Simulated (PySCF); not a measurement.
# C8H7Br: circular dichroism and optical rotation, excited states

Wanted: circular dichroism and optical rotation, excited states for C8H7Br (`BrC1=C[C@@H]2[C@@H]3C=C[C@H]1[C@H]23`).

Computed with PySCF 2.14.0 and routines of our own; the level stands in each step. Atoms count from 0.

## Step 1: The starting structure

16 atoms, charge 0, multiplicity 1; geometry from: GFN2-xTB.

## Step 2: Circular dichroism and optical rotation: TDDFT LC-wPBE/def2-SVPD

The job: settings as JSON, then the geometry in Å.

```
{"job": {"kind": "ecd", "xc": "LC-wPBE", "basis": "def2-SVPD", "nstates": 12}, "charge": 0, "multiplicity": 1}
Br    -1.370666     2.055608     2.197493
C     -0.996467     0.795165     0.846765
C     -1.282715    -0.508899     0.881499
C     -0.791327    -1.150342    -0.337161
C      0.716592    -1.053125    -0.705412
C      1.621231    -0.316433     0.178484
C      1.209755     0.941653     0.336182
C     -0.126922     1.151975    -0.337816
C     -0.277069    -0.067978    -1.246575
H     -1.808209    -1.029045     1.661398
H     -1.302450    -2.025337    -0.710479
H      1.096698    -1.875420    -1.292603
H      2.495963    -0.761126     0.618121
H      1.654054     1.695248     0.961683
H     -0.302076     2.130696    -0.777073
H     -0.543990     0.026304    -2.285916
```

Level: TDDFT LC-wPBE/def2-SVPD circular dichroism and optical rotation, one conformer, gas phase.

On the command line:

```console
$ OMP_NUM_THREADS=1 python excited_run.py task.json out
```

This one command runs all jobs of the session in turn.

Log:

```text
coarse grid: 66080 points
cycle   1  E = -2882.0075051958  dE =  1.482e+00  |g| = 3.945e-01  |ddm| = 9.871e+00
cycle   2  E = -2882.0376451223  dE = -3.014e-02  |g| = 3.073e-01  |ddm| = 2.409e+00
cycle   3  E = -2882.0581325245  dE = -2.049e-02  |g| = 8.103e-02  |ddm| = 1.066e+00
cycle   4  E = -2882.0600637970  dE = -1.931e-03  |g| = 3.107e-02  |ddm| = 3.766e-01
cycle   5  E = -2882.0603236926  dE = -2.599e-04  |g| = 8.066e-03  |ddm| = 1.196e-01
cycle   6  E = -2882.0603523451  dE = -2.865e-05  |g| = 2.960e-03  |ddm| = 3.973e-02
cycle   7  E = -2882.0603585606  dE = -6.216e-06  |g| = 1.135e-03  |ddm| = 1.761e-02
final grid: 140344 points
cycle   8  E = -2882.0602985033  dE = -8.957e-07  |g| = 8.214e-04  |ddm| = 1.600e-02
cycle   9  E = -2882.0602985110  dE = -7.747e-09  |g| = 7.036e-04  |ddm| = 4.078e-03
cycle  10  E = -2882.0602987896  dE = -2.786e-07  |g| = 1.278e-04  |ddm| = 1.657e-03
cycle  11  E = -2882.0602988152  dE = -2.562e-08  |g| = 7.561e-05  |ddm| = 1.181e-03
cycle  12  E = -2882.0602988179  dE = -2.676e-09  |g| = 1.095e-05  |ddm| = 4.210e-04
cycle  13  E = -2882.0602988180  dE = -9.459e-11  |g| = 7.006e-06  |ddm| = 7.848e-05
converged SCF energy = -2882.0602988180

Singlet excitations and rotatory strengths (1e-40 esu^2 cm^2)
state   eV       nm     f(len)   f(vel)    R(len)    R(vel)   main configurations
  1   5.8245   212.9  0.03260  0.03105   -63.263   -57.354   H->L 0.62
  2   5.9555   208.2  0.02915  0.03014   -68.573   -72.877   H->L+1 0.50, H->L 0.09
  3   6.2009   199.9  0.07772  0.07567   108.161   106.853   H-1->L 0.68, H->L 0.11
  4   6.6700   185.9  0.08327  0.08312    56.002    57.663   H->L+3 0.64, H-1->L 0.12
  5   6.8526   180.9  0.14636  0.14316   -22.861   -25.695   H-1->L+3 0.70, H->L+3 0.08
  6   6.9471   178.5  0.00567  0.00613     5.494     5.012   H-2->L+1 0.47, H-2->L+9 0.09, H-2->L+6 0.09
  7   7.3706   168.2  0.00861  0.00801    -1.055    -1.341   H->L+2 0.68, H->L+4 0.09
  8   7.4184   167.1  0.00372  0.00375    -6.115    -5.907   H-2->L 0.66, H-2->L+1 0.09
  9   7.5677   163.8  0.02708  0.03028   -18.410   -18.570   H-1->L+2 0.49, H-1->L+1 0.13, H-1->L+5 0.11
 10   7.8388   158.2  0.00740  0.00771    23.595    24.250   H-1->L+1 0.31, H-1->L+5 0.15, H-3->L 0.13
 11   7.8656   157.6  0.01963  0.02068     0.920     1.371   H-3->L 0.48, H-2->L+3 0.08
 12   7.9667   155.6  0.00854  0.00760    12.042    12.956   H->L+6 0.38, H->L+1 0.11

Specific rotation (deg / (dm g/mL))
    nm     length   length(OI)   velocity    alpha(len)  alpha(vel)
  633.0       1.05       1.34      10.80      100.236     99.996
  589.3      -1.40      -1.07      10.06      100.643    100.403
  546.0      -5.72      -5.33       7.94      101.155    100.915
  436.0     -41.69     -41.10     -17.97      103.321    103.081
  405.0     -70.16     -69.49     -41.29      104.333    104.094
  365.0    -143.97    -143.19    -105.07      106.142    105.901
  355.0    -174.74    -173.94    -132.38      106.720    106.479
```

It took 1.8 min on 1 thread of AMD EPYC 9R14, shared host; peak memory 1.2 GiB.

The fields below are evaluated on a grid from the run's orbitals.

Frontier orbitals at LC-wPBE/def2-SVPD, with the share of their density that lies nearest to each atom:

```csv
orbital,energy (eV),lies on
HOMO,-9.13,"Br0 24 %; C1, C2 about 23 % each; C3, C4 about 7 % each"
LUMO,1.85,"C1, C2 about 17 % each; C5 11 %; Br0 10 %"
```

ELF in a plane through or near 8 of the atoms.

Values, 10 rows by 14 columns:
```
0.00 0.00 0.00 0.00 0.00 0.00 0.00 0.00 0.00 0.00 0.00 0.00 0.00 0.00
0.00 0.00 0.00 0.00 0.00 0.00 0.01 0.01 0.01 0.01 0.00 0.00 0.00 0.00
0.00 0.00 0.00 0.00 0.00 0.16 0.51 0.38 0.73 0.98 0.13 0.00 0.00 0.00
0.00 0.00 0.00 0.24 0.15 0.37 0.68 0.85 0.57 0.98 0.03 0.01 0.00 0.00
0.00 0.00 0.04 0.99 0.99 0.34 0.59 0.48 0.58 0.05 0.27 0.71 0.29 0.00
0.00 0.00 0.01 0.66 0.69 0.67 0.37 0.04 0.62 0.62 0.43 0.54 0.57 0.02
0.00 0.00 0.00 0.01 0.63 0.78 0.30 0.63 0.88 0.64 0.31 0.36 0.54 0.02
0.00 0.00 0.00 0.09 0.99 0.98 0.20 0.54 0.57 0.06 0.56 0.76 0.32 0.00
0.00 0.00 0.00 0.00 0.05 0.06 0.01 0.05 0.07 0.00 0.01 0.03 0.00 0.00
0.00 0.00 0.00 0.00 0.00 0.00 0.00 0.00 0.00 0.00 0.00 0.00 0.00 0.00
```
The map spans 11.6 Å across and 9.6 Å up, centred on the molecule. Atoms in the plane (x, y in Å): Br0 (3.2, -0.8), C1 (1.3, -0.7), C3 (-0.9, -1.1), C4 (-1.4, 0.4), C6 (0.7, 1.4), H10 (-1.7, -1.8), H11 (-2.5, 0.5), H13 (1.5, 2.0).

On the surface of density 0.002 e/bohr³ the electrostatic potential runs, from the 1st to the 99th percentile, from -0.67 V near C6 to 0.94 V near H10.

## Step 3: Excited states: TDA wB97X-D/def2-SVPD

Settings changed since step 2:

```diff
@@ -1,2 +1,2 @@
-{"job": {"kind": "ecd", "xc": "LC-wPBE", "basis": "def2-SVPD", "nstates": 12}, "charge": 0, "multiplicity": 1}
+{"job": {"kind": "states", "xc": "wB97X-D", "basis": "def2-SVPD", "tda": true, "soc": true, "nstates": 6, "ntriplets": 4, "nquad": 4}, "charge": 0, "multiplicity": 1}
 Br    -1.370666     2.055608     2.197493
```

Method: TDA wB97X-D/def2-SVPD excited states, vertical, gas phase, spin-orbit mean-field couplings.

Log:

```text
coarse grid: 66080 points
cycle   1  E = -2882.5293289423  dE =  1.196e+00  |g| = 3.509e-01  |ddm| = 9.783e+00
cycle   2  E = -2882.5436978361  dE = -1.437e-02  |g| = 3.202e-01  |ddm| = 2.260e+00
cycle   3  E = -2882.5664907432  dE = -2.279e-02  |g| = 7.504e-02  |ddm| = 1.054e+00
cycle   4  E = -2882.5678965733  dE = -1.406e-03  |g| = 3.197e-02  |ddm| = 3.196e-01
cycle   5  E = -2882.5681636214  dE = -2.670e-04  |g| = 7.323e-03  |ddm| = 1.321e-01
cycle   6  E = -2882.5681820972  dE = -1.848e-05  |g| = 2.151e-03  |ddm| = 3.366e-02
cycle   7  E = -2882.5681846385  dE = -2.541e-06  |g| = 1.039e-03  |ddm| = 1.147e-02
final grid: 140344 points
cycle   8  E = -2882.5677377435  dE = -2.668e-06  |g| = 1.079e-03  |ddm| = 3.684e-02
cycle   9  E = -2882.5677378482  dE = -1.048e-07  |g| = 1.066e-03  |ddm| = 6.651e-03
cycle  10  E = -2882.5677380912  dE = -2.429e-07  |g| = 1.175e-04  |ddm| = 2.846e-03
cycle  11  E = -2882.5677381016  dE = -1.040e-08  |g| = 8.207e-05  |ddm| = 8.211e-04
cycle  12  E = -2882.5677381045  dE = -2.968e-09  |g| = 2.952e-05  |ddm| = 4.068e-04
cycle  13  E = -2882.5677381050  dE = -4.734e-10  |g| = 1.401e-05  |ddm| = 1.640e-04
converged SCF energy = -2882.5677381050

Singlet excitations
state   eV       nm        f     d(h-e)  d(exc)  Lambda  PR(NTO)  |dmu|/D   mu/D   main configurations
  1   5.5911   221.8   0.00778   0.975   3.127   0.507   1.087    3.426    5.473   H->L+1 0.58, H->L 0.22
  2   5.7647   215.1   0.06104   0.327   3.151   0.641   1.525    0.918    2.504   H->L 0.44, H->L+1 0.17, H-1->L 0.17
  3   5.9259   209.2   0.02635   0.740   2.935   0.654   1.287    2.169    3.692   H-1->L 0.62, H->L 0.20, H->L+2 0.08
  4   6.2163   199.5   0.09863   0.528   3.171   0.621   1.254    1.596    1.827   H->L+2 0.67, H-1->L+2 0.17, H-1->L 0.09
  5   6.7527   183.6   0.08591   0.653   3.158   0.525   1.688                     H-1->L+2 0.39, H-1->L+1 0.20, H-2->L+1 0.11
  6   6.8099   182.1   0.11828   0.787   3.179   0.461   1.908                     H-2->L+1 0.23, H-1->L+1 0.23, H-1->L+2 0.21

Triplet excitations (Tamm-Dancoff)
state   eV     d(h-e)  d(exc)  Lambda  PR(NTO)   main configurations
  1   3.8893   0.100   2.449   0.679   1.155   H->L 0.67, H->L+2 0.12, H-1->L 0.09
  2   4.1911   0.091   2.325   0.676   1.253   H-1->L 0.42, H-1->L+2 0.38
  3   5.1494   1.080   2.964   0.437   1.011   H->L+1 0.73
  4   5.6484   0.243   3.089   0.662   1.931   H-1->L 0.29, H->L+2 0.29, H-1->L+2 0.25
S1 - T1 = 1.7017 eV

Spin-orbit couplings |<S|Hso|T>| (cm-1)
             T1       T2       T3       T4
S0        3.734    6.444  601.158   13.976
S1       98.115   40.770   23.240   18.490
S2       63.455   10.877   45.971   14.547
S3        8.019    2.700   33.150   21.022
S4       21.046    9.150   27.831   26.927
S5       45.799   22.534  289.442   36.858
S6       28.988   18.157  395.076   34.236
T1 sublevels (cm-1): 0.000 0.124 0.232   radiative rates (1/s): 404 415 1.12
```

Run time: 54 s. Hardware: 1 thread of AMD EPYC 9R14, shared host; peak memory 1.3 GiB.

From this job:

| quantity | value |
| --- | --- |
| S1 less T1 | 1.70 eV |

## Step 4: Summary of results

| quantity | value |
| --- | --- |
| state of largest rotatory strength (velocity form) among 12 (step 2, TDDFT LC-wPBE/def2-SVPD) | 6.20 eV, R = +106.9 (velocity), +108.2 (length) ·10⁻⁴⁰ esu² cm² |
| specific rotation at 633.0 nm (step 2, TDDFT LC-wPBE/def2-SVPD) | 10.8 (velocity), 1.1 (length) |
| potential on the surface of density 0.002 e/bohr³, 1st and 99th percentile | -0.67 V and 0.94 V |
| S1 less T1 (step 3, TDA wB97X-D/def2-SVPD) | 1.70 eV |

In words: Steps that list no spin-orbit terms leave them out, which matters at and beside the heavy atoms. In step 2 length and velocity forms differ in sign for some values, so those signs are unsure. Rotations belong to one conformer. The length form depends on the origin in a finite basis. Scalar relativity is left out for the heavy atoms. In step 3, the number of triplets below S1 is 3, and the largest singlet-triplet spin-orbit coupling is S0–T3, 601.16 cm⁻¹.
